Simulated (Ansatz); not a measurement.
# SiB2: from a guess to a relaxed structure, part 2 of 2

Aim: relax a trial structure of SiB2 and see where it ends.

Ansatz 0.2.0; DFT PBE+D3(BJ), scalar-relativistic, plane waves, PAW. The steps go on from the part before.

### Step 4. Relaxation on the finer mesh

The end of the coarse run is made exact in the group found at a tolerance of 0.06 Å and reduced to its primitive cell.

input.yaml

```yaml
crystal:
  lattice:
    - [2.9547968231, 0.0, 0.0]
    - [-1.4773984116, 2.5589291119, 0.0]
    - [0.0, 0.0, 3.460751582]
  atoms:
    - { symbol: Si, position: [0.0, 0.0, 0.0] }
    - { symbol: B, position: [0.3333333333, 0.6666666667, 0.5] }
    - { symbol: B, position: [0.6666666667, 0.3333333333, 0.5] }
basis:
  ecutwfc: 420
kpoints:
  mp_grid: { grid: [18, 18, 14] }
hamiltonian:
  xc: pbe
  dispersion: d3bj
scf:
  occupations: { method: gaussian, width: 0.1 }
output:
  forces: true
  stress: true
  eigenvalues: true
relax:
  adjacent_minimum: "off"
  f_tol: 0.01
  max_steps: 80
  cell: { stress_tol: 0.05 }
```

The run is started by

```console
$ ansatz run input.yaml --threads 1 --pin off --max-ram 2048MiB --backend cpu --events-out ev --progress --plain --runs-dir out
```

Output:

```text
Warning: RAYON_NUM_THREADS=1 ignored (pool sized by the plan → 1); use --threads N
Engine: ansatz 0.2.0, x86_64-unknown-linux-gnu
Pseudopotentials: kind: paw
Pseudopotential: Si, paw, valence charge 4, recommended cutoff 420 eV (normal), Si.paw.azcp
Pseudopotential: B, paw, valence charge 3, recommended cutoff 420 eV (normal), B.paw.azcp
Functional definition: PBE
  parameter kappa = 0.804
  parameter beta = 0.06672455060314922
  exchange = pbe_x(kappa = kappa, mu = beta*pi^2/3)
  correlation = pbe_c(beta = beta)
Crystal: 3 atoms, lattice volume = 26.167 Å³
Basis set: ecut = 420 eV, 527 PW (Γ), exchange–correlation on 40×40×48 points (8 copies of the dense FFT grid, shifted against one another)
Bands: 9, of which v1, the nominal top of the filled ones, is band 5 counted from 1 (4 counted from 0)
Symmetry: 24 space group operations
Space group: P6/mmm (ITA 191), of the structure as read, at distance tolerance 3.0e-5 Å
k-points: 296 of 4536
Non-local potential: Si, projectors of the file, l = 0: 2, l = 1: 2, l = 2: 2
Non-local potential: B, projectors of the file, l = 0: 2, l = 1: 2, l = 2: 1
PAW form: soft (Blöchl's): semilocal exchange-correlation on the pseudo side does not see the compensation charge
PAW one-centre angular grid: Si, 110 points (default); XC on 64 Gauss nodes
PAW one-centre angular grid: B, 110 points (default); XC on 64 Gauss nodes
Initial density: superposition of atomic densities (neutral atoms: chi_scale 0, normalization atom), corrected by the library's trained network
Initial wavefunctions: pseudopotential atomic-orbital guess
Functional: x = pbe(κ = 0.804, μ = 0.2195149727645171), c = pbe(β = 0.06672455060314922)
SCF iter   1: F=—  HF=-946.982641 eV  |F-HF|=—  |Δ(HF+E_count)|=         —  Δρ=2.15e-3  dr2=6.29e-4  ethr=1.77e-3  ⟨swp⟩=5.1  Hψ=18440  notcnv=0
preconditioner: auto → none  [metal: Δε(μ)=0.025 eV  Ē_g=11.215 eV  σ=0.100 eV  W_gap=0.14  n_scr=2 (ndim 8)  ℏωp=23.0 eV  f_vac=0.000  D(μ)=0.49/eV (n_scr^D=2)  sad-step TF]
SCF iter   2: F=—  HF=-946.982924 eV  |F-HF|=—  |Δ(HF+E_count)|=   2.83e-4  Δρ=1.31e-3  dr2=2.70e-4  ethr=6.29e-6  ⟨swp⟩=1.9  Hψ=5519  notcnv=0
SCF iter   3: F=—  HF=-946.983003 eV  |F-HF|=—  |Δ(HF+E_count)|=   7.89e-5  Δρ=1.25e-4  dr2=2.75e-6  ethr=2.70e-6  ⟨swp⟩=2.5  Hψ=4124  notcnv=0
SCF iter   4: F=—  HF=-946.983007 eV  |F-HF|=—  |Δ(HF+E_count)|=   4.07e-6  Δρ=3.43e-5  dr2=3.31e-7  ethr=2.75e-8  ⟨swp⟩=2.5  Hψ=4040  notcnv=0
iter 5 did not close the SCF: its close was put off for the readings that it lacked (scf_convergence_deferred on its scf_iter line)
SCF iter   5: F=-946.983007 eV  HF=-946.983007 eV  |F-HF|=5.57e-8  |Δ(HF+E_count)|=   3.68e-8  Δρ=1.43e-5  dr2=8.24e-8  ethr=3.31e-9  ⟨swp⟩=2.0  Hψ=3752  notcnv=0
SCF iter   6: F=-946.983007 eV  HF=-946.983007 eV  |F-HF|=3.79e-9  |Δ(HF+E_count)|=   1.76e-8  Δρ=4.08e-6  dr2=6.14e-9  ethr=8.24e-10  ⟨swp⟩=2.6  Hψ=9731  notcnv=0
SCF 1 converged in 6 iterations: F = -946.983007 eV  dr2 = 6.14e-9
relax step   1: F+E_penalty+E_count = -946.98300713 eV  Δ(F+E_penalty+E_count) = +0.000e0 eV  max|allowed force component| = 4.934e-17 eV/Å  Δτ_max = 0.0000 Å  P = -0.685 GPa  Ω = 26.167 Å³  (6 SCF iters, dr2 threshold 1.00e-7 eV, accepted)
Crystal: 3 atoms, lattice volume = 26.117 Å³
Initial density: handed on by an earlier stage of this run
Initial wavefunctions: those handed on with the density
iter 1 solved again at ethr=8.08e-7 eV; its pass at ethr=3.10e-3 eV (dr2=8.08e-5 eV) is discarded
SCF iter   1: F=—  HF=-946.983299 eV  |F-HF|=—  |Δ(HF+E_count)|=         —  Δρ=4.19e-4  dr2=8.32e-5  ethr=8.08e-7  ⟨swp⟩=1.0  Hψ=19331  notcnv=0
preconditioner: auto → none  [metal: Δε(μ)=0.021 eV  Ē_g=11.230 eV  σ=0.100 eV  W_gap=0.11  n_scr=2 (ndim 8)  ℏωp=23.0 eV  f_vac=0.000  D(μ)=0.50/eV (n_scr^D=2)]
SCF iter   2: F=—  HF=-946.983276 eV  |F-HF|=—  |Δ(HF+E_count)|=   2.27e-5  Δρ=1.01e-4  dr2=4.57e-6  ethr=8.08e-7  ⟨swp⟩=2.1  Hψ=3760  notcnv=0
SCF iter   3: F=-946.983275 eV  HF=-946.983275 eV  |F-HF|=5.14e-8  |Δ(HF+E_count)|=   1.45e-6  Δρ=4.28e-5  dr2=2.23e-7  ethr=3.00e-9  ⟨swp⟩=5.5  Hψ=14093  notcnv=0
SCF 2 converged in 3 iterations: F = -946.983275 eV  dr2 = 2.23e-7
relax step   2: F+E_penalty+E_count = -946.98327458 eV  Δ(F+E_penalty+E_count) = -2.674e-4 eV  max|allowed force component| = 2.853e-17 eV/Å  Δτ_max = 0.0000 Å  P = -0.324 GPa  Ω = 26.117 Å³  energy of the carried Pulay correction = +7.506e-5 eV  (3 SCF iters, dr2 threshold 3.00e-7 eV, accepted)
Crystal: 3 atoms, lattice volume = 26.025 Å³
iter 1 solved again at ethr=7.00e-7 eV; its pass at ethr=3.10e-3 eV (dr2=7.00e-5 eV) is discarded
SCF iter   1: F=—  HF=-946.983441 eV  |F-HF|=—  |Δ(HF+E_count)|=         —  Δρ=3.95e-4  dr2=6.91e-5  ethr=7.00e-7  ⟨swp⟩=1.0  Hψ=19339  notcnv=0
preconditioner: auto → none  [metal: Δε(μ)=0.029 eV  Ē_g=11.262 eV  σ=0.100 eV  W_gap=0.16  n_scr=2 (ndim 8)  ℏωp=23.0 eV  f_vac=0.000  D(μ)=0.49/eV (n_scr^D=2)]
SCF iter   2: F=—  HF=-946.983424 eV  |F-HF|=—  |Δ(HF+E_count)|=   1.74e-5  Δρ=1.22e-4  dr2=4.26e-6  ethr=6.91e-7  ⟨swp⟩=2.1  Hψ=3736  notcnv=0
SCF iter   3: F=—  HF=-946.983423 eV  |F-HF|=—  |Δ(HF+E_count)|=   1.27e-6  Δρ=5.80e-5  dr2=4.93e-7  ethr=2.81e-9  ⟨swp⟩=5.4  Hψ=14136  notcnv=0
SCF iter   4: F=-946.983423 eV  HF=-946.983423 eV  |F-HF|=8.21e-10  |Δ(HF+E_count)|=   8.84e-8  Δρ=9.75e-6  dr2=1.28e-8  ethr=2.81e-9  ⟨swp⟩=4.2  Hψ=9081  notcnv=0
SCF 3 converged in 4 iterations: F = -946.983423 eV  dr2 = 1.28e-8
relax step   3: F+E_penalty+E_count = -946.98342259 eV  Δ(F+E_penalty+E_count) = -1.480e-4 eV  max|allowed force component| = 3.084e-17 eV/Å  Δτ_max = 0.0000 Å  P = +0.153 GPa  Ω = 26.025 Å³  energy of the carried Pulay correction = +2.067e-4 eV  (4 SCF iters, dr2 threshold 2.81e-7 eV, accepted)
Crystal: 3 atoms, lattice volume = 26.060 Å³
iter 1 solved again at ethr=5.25e-8 eV; its pass at ethr=3.10e-3 eV (dr2=5.25e-6 eV) is discarded
SCF iter   1: F=—  HF=-946.983413 eV  |F-HF|=—  |Δ(HF+E_count)|=         —  Δρ=1.52e-4  dr2=5.21e-6  ethr=5.25e-8  ⟨swp⟩=2.4  Hψ=20941  notcnv=0
preconditioner: auto → none  [metal: Δε(μ)=0.021 eV  Ē_g=11.247 eV  σ=0.100 eV  W_gap=0.12  n_scr=2 (ndim 8)  ℏωp=23.0 eV  f_vac=0.000  D(μ)=0.49/eV (n_scr^D=2)]
SCF iter   2: F=—  HF=-946.983416 eV  |F-HF|=—  |Δ(HF+E_count)|=   2.84e-6  Δρ=6.76e-5  dr2=6.67e-7  ethr=5.21e-8  ⟨swp⟩=2.2  Hψ=3735  notcnv=0
SCF iter   3: F=-946.983415 eV  HF=-946.983415 eV  |F-HF|=3.41e-8  |Δ(HF+E_count)|=   1.04e-7  Δρ=2.51e-5  dr2=1.10e-7  ethr=3.00e-9  ⟨swp⟩=4.4  Hψ=10064  notcnv=0
SCF 4 converged in 3 iterations: F = -946.983415 eV  dr2 = 1.10e-7
relax step   4: F+E_penalty+E_count = -946.98341544 eV  Δ(F+E_penalty+E_count) = +7.148e-6 eV  max|allowed force component| = 5.551e-17 eV/Å  Δτ_max = 0.0000 Å  P = +0.005 GPa  Ω = 26.060 Å³  energy of the carried Pulay correction = +1.578e-4 eV  (3 SCF iters, dr2 threshold 3.00e-7 eV, accepted)
Initial wavefunctions: pseudopotential atomic-orbital guess (no wavefunctions were taken with the density)
iter 1 solved again at ethr=1.33e-8 eV; its pass at ethr=3.10e-3 eV (dr2=1.33e-6 eV) is discarded
SCF iter   1: F=—  HF=-946.983259 eV  |F-HF|=—  |Δ(HF+E_count)|=         —  Δρ=2.68e-5  dr2=1.12e-7  ethr=1.33e-8  ⟨swp⟩=3.1  Hψ=26777  notcnv=0
SCF iter   2: F=—  HF=-946.983263 eV  |F-HF|=—  |Δ(HF+E_count)|=   4.03e-6  Δρ=1.33e-5  dr2=1.92e-8  ethr=1.12e-9  ⟨swp⟩=2.5  Hψ=4127  notcnv=0
SCF iter   3: F=—  HF=-946.983263 eV  |F-HF|=—  |Δ(HF+E_count)|=   2.76e-9  Δρ=3.87e-6  dr2=3.20e-9  ethr=1.92e-10  ⟨swp⟩=1.9  Hψ=3672  notcnv=0
SCF iter   4: F=-946.983263 eV  HF=-946.983263 eV  |F-HF|=4.21e-12  |Δ(HF+E_count)|=  2.46e-10  Δρ=3.61e-7  dr2=1.70e-11  ethr=1.00e-12  ⟨swp⟩=4.3  Hψ=12265  notcnv=0
SCF 5 converged in 4 iterations: F = -946.983263 eV  dr2 = 1.70e-11
relax step   5: F+E_penalty+E_count = -946.98326315 eV  Δ(F+E_penalty+E_count) = +1.523e-4 eV  max|allowed force component| = 4.934e-17 eV/Å  Δτ_max = 0.0000 Å  P = -0.005 GPa  Ω = 26.060 Å³  stress off target by 1.36e-2 GPa  SCF on the basis re-selected at this cell (its energy is not comparable with the rows above)  (4 SCF iters)
basis re-selected at this cell: Δ(F+E_penalty+E_count) = +1.523e-4 eV, ΔP = -0.009 GPa vs the last step (what re-selecting the basis moved, of the pressure what is left beyond the Pulay correction that the steps carried, after the strain that the cell walked since its last selection, with what the two solves' SCF thresholds leave and, on support functions, any second-order correction that the steps lacked; it is no measure of the basis error at this ecutwfc). This SCF's stress stands 1.36e-2 GPa from its target on what of the cell is left free (relax.cell.stress_tol is 5.00e-2 GPa) and its largest allowed force component is 4.93e-17 eV/Å (relax.f_tol is 1.00e-2 eV/Å): within both
SCF converged after 4 iterations
Free energy (F): -946.983263 eV
Harris-Foulkes:  -946.983263 eV  (|F-HF|=4.21e-12)
Internal energy: -946.980801 eV  (E = F + TS)
E sigma→0 (E₀):  -946.982032 eV
Entropy (-TS):   -0.002462 eV (-0.821 meV/atom)
Fermi energy:    12.121203 eV
--- Per-component energies (eV) ---
  E_band       = 53.296754
  E_kinetic    = 141.834005
  E_local      = -27.109642  (includes V_loc(G=0)·N_el)
  E_nonlocal   = 48.459987
  E_hartree    = 11.638330
  E_xc         = -121.713065
  E_vxc        = -126.035229  (∫ρ·V_xc dr)
  E_paw        = -669.203197  (= ΣΔE_a)
  E_vpaw       = -7.129021  (= ΣTr[D̂ρ^β])
  E_aug_tail   = 0.000001  (compensation charges beyond the density's cutoff)
  E_ewald      = -329.953783
  E_disp       = -0.933438  (pairwise vdW)
  E_smearing   = -0.002462  (= −TS)
  E_closure    = 0.000000  (closes the sum)
  Σ components = -946.983263   (vs F -946.983263, Δ=0.00e0)
--- Forces (eV/Å), atoms counted from 1 ---
  atom   1  Si    -0.00000000    -0.00000000     0.00000000
  atom   2  B      0.00000000     0.00000000    -0.00000000
  atom   3  B     -0.00000000    -0.00000000     0.00000000
  max |Σ_I F_I| component: 1.85e-17 eV/Å
--- Stress (GPa, compression-positive) ---
       -0.000046       0.000000       0.000000
        0.000000      -0.000046      -0.000000
        0.000000      -0.000000      -0.013567
  P = ⅓ Tr σ = -0.0046 GPa (-0.046 kbar)
--- Band table (eV; the first three rows and the last of 296) ---
  k-point 0: bands = ["-4.2620", "5.4691", "8.4154", "10.9986", "10.9986", "15.0839", "15.0839", "20.2611", "20.3452"]
  k-point 1: bands = ["-4.2060", "4.8610", "9.1167", "11.0212", "11.0212", "15.1372", "15.1372", "20.2067", "20.3983"]
  k-point 2: bands = ["-4.0381", "3.7291", "10.5244", "11.0853", "11.0853", "15.2968", "15.2968", "20.0714", "20.5563"]
  k-point 295: bands = ["3.6893", "3.8787", "3.8787", "6.1960", "6.1960", "6.6481", "19.4125", "21.9817", "21.9817"]
--- Relaxed structure (4 steps of the walk, 4 accepted, 1 SCFs on fresh bases) ---
  F+E_penalty+E_count = -946.98326315 eV   max|allowed force component| = 4.934e-17 eV/Å   (the final SCF, on the basis selected at the relaxed cell)
  cell:  # Å, volume = 26.0599 Å³
    - [2.9501365867176728, 2.8821937355420168e-11, 1.3810260670700223e-19]
    - [-1.475068293383797, 2.5548932287170074, -6.905130335467085e-20]
    - [1.6175014501716558e-19, -1.7212028564565227e-33, 3.457468303720412]
  atoms:
    - { symbol: Si, position: [-6.809193427029934e-35, -1.3066514269557816e-35, -2.897817305224548e-70] }
    - { symbol: B, position: [0.33333333333333337, 0.6666666666666667, 0.5] }
    - { symbol: B, position: [0.6666666666666667, 0.3333333333333333, 0.5] }
```

It took 13 s on 1 thread of Intel Xeon 6975P-C (Granite Rapids), shared host; peak memory 0.43 GiB.

The steps of the relaxation:

```csv
step,E - E(step 1) (eV/cell),largest force component (eV/Å),pressure (GPa),volume (Å³)
1,0.0000,0.0000,-0.69,26.17
2,-0.0003,0.0000,-0.32,26.12
3,-0.0004,0.0000,0.15,26.02
4,-0.0004,0.0000,0.00,26.06
5,-0.0003,0.0000,0.00,26.06
```

Step 1 is the start. Step 5 repeats the geometry before it on a plane-wave basis chosen anew for that cell, so its energy need not be comparable with the rows above.

|  | before | after | change |
| --- | --- | --- | --- |
| a (Å) | 2.955 | 2.950 | -0.2 % |
| b (Å) | 2.955 | 2.950 | -0.2 % |
| c (Å) | 3.461 | 3.457 | -0.1 % |
| volume (Å³/atom) | 8.72 | 8.69 | -0.4 % |
| shortest distance (Å) | 1.706 | 1.703 | -0.2 % |
| space group (0.01 Å) | P6/mmm | P6/mmm | same |

The run keeps the 24 symmetry operations of the start, so it could not have lowered the symmetry.

### Step 5. What came out

This closing draws on all 2 parts. Changes of volume or cell count from the first structure of part 1.

| quantity | value |
| --- | --- |
| symmetry at the end (tolerance 0.05 Å) | space group P6/mmm (No. 191) |
| conventional cell | a = 2.950 Å, b = 2.950 Å, c = 3.457 Å, α = 90.00°, β = 90.00°, γ = 120.00° |
| volume | 8.69 Å³/atom |
| energy over the elements | +0.46 eV/atom |
| gap on the mesh | none (metal) |

**Reading.** The symmetry goes from space group P6mm (No. 183) to space group P6/mmm (No. 191), and the volume per atom shrinks by 16.8 % from the first guess. With a positive formation energy it can't be a ground state. No finished test with a distortion of lower symmetry is shown, so the end may be a saddle point.
